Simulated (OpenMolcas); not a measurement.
**C2H8GaN (SMILES [CH3][Ga]([CH3])[NH2]): levels of theory compared**

Aim: a comparison of 6 runs (HF/STO-3G, HF/cc-pVDZ, B3LYP/6-31G*, BHLYP/cc-pVDZ, SVWN5/cc-pVDZ, revPBE/cc-pVDZ) of C2H8GaN. 

The results are computed with OpenMolcas 26.06.

1 further run of the same task is left out (set aside as unsound or not needed).

## Step 1: Starting point

C2H8GaN: 12 atoms, total charge 0, spin state singlet. SMILES: `[CH3][Ga]([CH3])[NH2]`. Geometry: relaxed at PBE0-D4/def2-TZVP.

Bond lengths: C1–Ga2 1.967 Å, Ga2–C3 1.967 Å, Ga2–N4 1.824 Å, C1–H5 1.091 Å, C1–H6 1.093 Å, C1–H7 1.093 Å, C3–H8 1.093 Å, C3–H9 1.091 Å, C3–H10 1.093 Å, N4–H11 1.006 Å, N4–H12 1.006 Å. Some angles: C1–Ga2–C3 126.1°, C1–Ga2–N4 117.0°, C3–Ga2–N4 117.0°, Ga2–C1–H5 111.8°, Ga2–C1–H6 110.6°, Ga2–C1–H7 110.6°, Ga2–C3–H8 110.6°, Ga2–C3–H9 111.7°, Ga2–C3–H10 110.6°, Ga2–N4–H11 124.2°.

## Step 2: Energy and gradient at HF/STO-3G (run 1)

Input file coord.xyz:

```xyz
12

C     -0.496600     1.795100    -0.383100
Ga    -0.078800    -0.097900    -0.052000
C      1.442300    -0.783000     0.989400
N     -1.206800    -1.333200    -0.779100
H     -1.389900     1.910300    -0.999000
H     -0.659300     2.323300     0.559900
H      0.336100     2.290100    -0.889200
H      1.414300    -0.397200     2.011600
H      1.443400    -1.873300     1.034100
H      2.387700    -0.456700     0.548400
H     -2.017200    -1.104900    -1.329400
H     -1.098200    -2.328000    -0.677500
```

Input file run.input:

```
* C2H8GaN Hartree-Fock
>>> EXPORT MOLCAS_PRINT=2
&GATEWAY
BasLib = $CurrDir
Coord = coord.xyz
Basis = STO-3G
Group = NoSym
&SEWARD
&SCF
Thresholds = 1e-10 1e-07 1e-07 1e-05
PrOrbitals = 1 1
&ALASKA
```

The basis set STO-3G is read from a file made from the Basis Set Exchange's data (not shown).

Command:

```console
$ export MOLCAS_MEM=1860
$ pymolcas run.input > run.log
```

Log:

```text
--- Start Module: gateway ---
[...]
--- Stop Module: gateway /rc=_RC_ALL_IS_WELL_ ---
[...]
      Basis functions           41
[...]
--- Start Module: scf ---
[...]
       Convergence after  15 Iterations
[...]
::    Total SCF energy                              -2034.1294086579
[...]
      Total spin, S                                     0.0000000000
[...]
      Total electronic charge=   58.000000
      Total            charge=   -0.000000
[...]
      Dipole Moment (debye):
      Origin of the operator (angstrom)=   -0.0918   -0.1122   -0.0605
                   X= -4.2044E-01               Y= -4.5798E-01               Z= -2.6635E-01           Total=  6.7636E-01
      Quadrupole Moment (debye*angstrom):
[...]
--- Stop Module: scf /rc=_RC_ALL_IS_WELL_ ---
--- Start Module: alaska ---
[...]
 *              Molecular gradients               *
 **************************************************
  Irreducible representation: a
 ------------------------------------------------------------------------------------------
                              X                       Y                       Z
 ------------------------------------------------------------------------------------------
  C1               -8.07663295481031E-03    3.32522463030500E-02   -6.38122029972310E-03
  GA2               4.19578671180671E-02    4.59515312447945E-02    2.70418889133883E-02
  C3                2.65848935252251E-02   -1.28467189958252E-02    1.83390484392341E-02
  N4               -7.66250067613079E-02   -8.38783998697252E-02   -4.93729844825168E-02
  H5               -6.98261149909918E-03   -2.29760585020578E-03   -4.71707000915167E-03
  H6               -1.59207345921897E-04    2.78118769362079E-03    9.06238504562928E-03
  H7                8.45787488965577E-03    2.45543040196594E-03   -3.44752229722101E-03
  H8               -1.59462515251274E-03    5.00812700529685E-03    7.84468394916438E-03
[...]
--- Stop Module: alaska /rc=_RC_ALL_IS_WELL_ ---
[...]
```

It took 1.9 s on 1 thread of Intel Xeon 6975P-C (Granite Rapids), shared host; peak memory 0.37 GiB.

## Step 3: Energy and forces at HF/cc-pVDZ (run 2)

Input file struct.xyz:

```xyz
12

C     -0.496600     1.795100    -0.383100
Ga    -0.078800    -0.097900    -0.052000
C      1.442300    -0.783000     0.989400
N     -1.206800    -1.333200    -0.779100
H     -1.389900     1.910300    -0.999000
H     -0.659300     2.323300     0.559900
H      0.336100     2.290100    -0.889200
H      1.414300    -0.397200     2.011600
H      1.443400    -1.873300     1.034100
H      2.387700    -0.456700     0.548400
H     -2.017200    -1.104900    -1.329400
H     -1.098200    -2.328000    -0.677500
```

Input file run.inp:

```
&gateway
  baslib=$CurrDir
  coord=struct.xyz
  basis=cc-pVDZ
  group=NoSym

&seward

&scf
  thresholds=1e-10 1e-07 1e-07 1e-05
  prorbitals=1 1

&alaska
```

The basis set cc-pVDZ is read from a file made from the Basis Set Exchange's data (not shown).

Command:

```console
$ export MOLCAS_MEM=1860
$ pymolcas run.inp > run.log
```

Log:

```text
--- Start Module: gateway ---
[...]
--- Stop Module: gateway /rc=_RC_ALL_IS_WELL_ ---
[...]
      Basis functions          109
[...]
--- Start Module: scf ---
[...]
       Convergence after  13 Iterations
[...]
::    Total SCF energy                              -2058.0875619438
[...]
      Total spin, S                                     0.0000000000
[...]
      Total electronic charge=   58.000000
      Total            charge=   -0.000000
[...]
      Dipole Moment (debye):
      Origin of the operator (angstrom)=   -0.0918   -0.1122   -0.0605
                   X= -1.6550E-01               Y= -1.7872E-01               Z= -1.0163E-01           Total=  2.6392E-01
      Quadrupole Moment (debye*angstrom):
[...]
--- Stop Module: scf /rc=_RC_ALL_IS_WELL_ ---
[...]
--- Start Module: alaska ---
[...]
 *              Molecular gradients               *
 **************************************************
  Irreducible representation: a
 ------------------------------------------------------------------------------------------
                              X                       Y                       Z
 ------------------------------------------------------------------------------------------
  C1                2.00975008777249E-04   -4.01353904508817E-03    2.36467673387253E-04
  GA2               2.54598619427560E-03    2.78234935057053E-03    1.63193097564562E-03
  C3               -3.30203477341584E-03    7.07564190379095E-04   -2.23167439532812E-03
  N4                3.28674647495220E-03    3.60312623467607E-03    2.08118310305050E-03
  H5                7.55983064564703E-04   -8.08532473157486E-04    5.44558386176064E-04
  H6                3.99147817155110E-04   -1.27776566593907E-03   -6.74361471373786E-04
  H7               -5.08999395285148E-04   -1.27418573299698E-03    6.68598020345801E-04
  H8               -6.14343651891058E-04    1.54556875735512E-05   -1.38705935490790E-03
[...]
--- Stop Module: alaska /rc=_RC_ALL_IS_WELL_ ---
[...]
```

It took 15 s on 1 thread of Intel Xeon 6975P-C (Granite Rapids), shared host; peak memory 0.64 GiB.

Runs 3 to 4 aren't shown in full; the table further down has their settings and results.

## Step 4: Energy and gradient at SVWN5/cc-pVDZ (run 5)

Input file input.xyz:

```xyz
12

C     -0.496600     1.795100    -0.383100
Ga    -0.078800    -0.097900    -0.052000
C      1.442300    -0.783000     0.989400
N     -1.206800    -1.333200    -0.779100
H     -1.389900     1.910300    -0.999000
H     -0.659300     2.323300     0.559900
H      0.336100     2.290100    -0.889200
H      1.414300    -0.397200     2.011600
H      1.443400    -1.873300     1.034100
H      2.387700    -0.456700     0.548400
H     -2.017200    -1.104900    -1.329400
H     -1.098200    -2.328000    -0.677500
```

Input file calc.input:

```
* C2H8GaN Kohn-Sham DFT

&gateway
  baslib=$CurrDir
  coord=input.xyz
  basis=cc-pVDZ
  group=NoSym

&seward
  gridinput
  Grid=UltraFine
  End of Grid

&scf
  ksdft=SVWN5
  thresholds=1e-10 1e-07 1e-07 1e-05
  prorbitals=1

&alaska
```

The basis set cc-pVDZ is read from a file made from the Basis Set Exchange's data (not shown).

Command:

```console
$ export MOLCAS_MEM=1860
$ pymolcas calc.input > calc.log
```

Log:

```text
--- Start Module: gateway ---
[...]
--- Stop Module: gateway /rc=_RC_ALL_IS_WELL_ ---
[...]
      Basis functions          109
[...]
--- Start Module: scf ---
[...]
       Convergence after  15 Iterations
[...]
::    Total KS-DFT energy                           -2056.3693945033
[...]
      Total spin, S                                     0.0000000000
[...]
      Total electronic charge=   58.000000
      Total            charge=   -0.000000
[...]
      Dipole Moment (debye):
      Origin of the operator (angstrom)=   -0.0918   -0.1122   -0.0605
                   X= -3.8752E-01               Y= -4.2240E-01               Z= -2.4577E-01           Total=  6.2369E-01
      Quadrupole Moment (debye*angstrom):
[...]
--- Stop Module: scf /rc=_RC_ALL_IS_WELL_ ---
[...]
--- Start Module: alaska ---
[...]
 *              Molecular gradients               *
 **************************************************
  Irreducible representation: a
 ------------------------------------------------------------------------------------------
                              X                       Y                       Z
 ------------------------------------------------------------------------------------------
  C1               -2.58858937996997E-03    1.59037344837607E-02   -2.15570883788851E-03
  GA2              -3.92238754624241E-04   -4.37918401847703E-04   -2.67803356575502E-04
  C3                1.28638363671651E-02   -4.57699530090672E-03    8.77919527309157E-03
  N4               -1.41137858178748E-02   -1.54119025651855E-02   -9.06105032483051E-03
  H5                1.01338307802070E-02   -8.18639141477506E-04    6.97735223148443E-03
  H6                1.59978076801937E-03   -5.01566526910224E-03   -1.08334813860784E-02
  H7               -9.64513737238359E-03   -4.66093001972023E-03    5.54723739810070E-03
  H8                1.07740572911519E-03   -4.74671377235647E-03   -1.10417580647448E-02
[...]
--- Stop Module: alaska /rc=_RC_ALL_IS_WELL_ ---
[...]
```

Run time: 38 s. Hardware: 1 thread of Intel Xeon 6975P-C (Granite Rapids), shared host; peak memory 0.64 GiB.

## Step 5: Energy and forces at revPBE/cc-pVDZ (run 6)

Input file mol.inp:

```
* C2H8GaN Kohn-Sham DFT
&GATEWAY
BasLib
$CurrDir
Coord
12
angstrom
C       -0.496600       1.795100      -0.383100
Ga      -0.078800      -0.097900      -0.052000
C        1.442300      -0.783000       0.989400
N       -1.206800      -1.333200      -0.779100
H       -1.389900       1.910300      -0.999000
H       -0.659300       2.323300       0.559900
H        0.336100       2.290100      -0.889200
H        1.414300      -0.397200       2.011600
H        1.443400      -1.873300       1.034100
H        2.387700      -0.456700       0.548400
H       -2.017200      -1.104900      -1.329400
H       -1.098200      -2.328000      -0.677500
Basis
cc-pVDZ
Group
NoSym
&SEWARD
GridInput
Grid=UltraFine
End of Grid
&SCF
KSDFT
revPBE
Thresholds
1e-10 1e-07 1e-07 1e-05
PrOrbitals
1 2
&ALASKA
```

The basis set cc-pVDZ is read from a file made from the Basis Set Exchange's data (not shown).

Command:

```console
$ export MOLCAS_MEM=1860
$ pymolcas mol.inp > mol.log
```

Log:

```text
--- Start Module: gateway ---
[...]
--- Stop Module: gateway /rc=_RC_ALL_IS_WELL_ ---
[...]
      Basis functions          109
[...]
--- Start Module: scf ---
[...]
       Convergence after  14 Iterations
[...]
::    Total KS-DFT energy                           -2060.4392851006
[...]
      Total spin, S                                     0.0000000000
[...]
      Total electronic charge=   58.000000
      Total            charge=   -0.000000
[...]
      Dipole Moment (debye):
      Origin of the operator (angstrom)=   -0.0918   -0.1122   -0.0605
                   X= -3.5764E-01               Y= -3.8970E-01               Z= -2.2666E-01           Total=  5.7545E-01
      Quadrupole Moment (debye*angstrom):
[...]
--- Stop Module: scf /rc=_RC_ALL_IS_WELL_ ---
[...]
--- Start Module: alaska ---
[...]
 *              Molecular gradients               *
 **************************************************
  Irreducible representation: a
 ------------------------------------------------------------------------------------------
                              X                       Y                       Z
 ------------------------------------------------------------------------------------------
  C1               -1.18875547361785E-04    4.05001113749215E-03   -1.78383327196219E-04
  GA2              -3.31474701082568E-03   -3.64208698775581E-03   -2.16008495666342E-03
  C3                3.32537093163410E-03   -4.60801217979423E-04    2.25165677396966E-03
  N4               -3.66874023390906E-03   -3.97253229176009E-03   -2.32634317088909E-03
  H5                9.39138132240203E-03   -1.70630429304142E-03    6.49021103176617E-03
  H6                1.70107534973440E-03   -5.48400618018041E-03   -9.83294628683584E-03
  H7               -8.68234328535378E-03   -5.15883579009335E-03    5.29765811800154E-03
  H8                3.13415519857085E-04   -4.03225136650431E-03   -1.06648212274774E-02
[...]
--- Stop Module: alaska /rc=_RC_ALL_IS_WELL_ ---
[...]
```

It took 51 s on 1 thread of Intel Xeon 6975P-C (Granite Rapids), shared host; peak memory 0.64 GiB.

## Step 6: All runs side by side

| run | level | integration grid | energy (Eh) | dipole moment (D) | HOMO energy (eV) | LUMO energy (eV) | wall time |
| --- | --- | --- | --- | --- | --- | --- | --- |
| 1 | HF/STO-3G | – | -2034.129409 | 0.68 | -6.74 | 6.49 | 1.9 s |
| 2 | HF/cc-pVDZ | – | -2058.087562 | 0.26 | -10.19 | 3.18 | 15 s |
| 3 | B3LYP/6-31G* (spherical functions) | UltraFine | -2060.425240 | 0.46 | -6.44 | 0.13 | 34 s |
| 4 | BHLYP/cc-pVDZ | UltraFine | -2060.512401 | 0.38 | -8.05 | 1.13 | 49 s |
| 5 | SVWN5/cc-pVDZ | UltraFine | -2056.369395 | 0.62 | -5.55 | -0.62 | 38 s |
| 6 | revPBE/cc-pVDZ | UltraFine | -2060.439285 | 0.58 | -5.34 | -0.31 | 51 s |

## Step 7: Outcome

| quantity | value |
| --- | --- |
| run 6: total energy | -2060.43929 Eh |
| run 6: dipole moment | 0.58 D |
| run 6: HOMO energy | -5.34 eV |
| run 6: LUMO energy | -0.31 eV |
| run 6: HOMO–LUMO gap | 5.03 eV |
| run 6: largest force on an atom | 0.760 eV/Å |

The dipole moment (its size) runs from 0.26 D (HF/cc-pVDZ) to 0.68 D (HF/STO-3G). The HOMO–LUMO gap runs from 4.93 eV (SVWN5/cc-pVDZ) to 13.37 eV (HF/cc-pVDZ). Exact exchange widens orbital gaps. Totals of different functionals can't be ranked against each other. In run 1 the basis is minimal, so the values are rough. All runs together took 3.1 min, the longest 51 s.
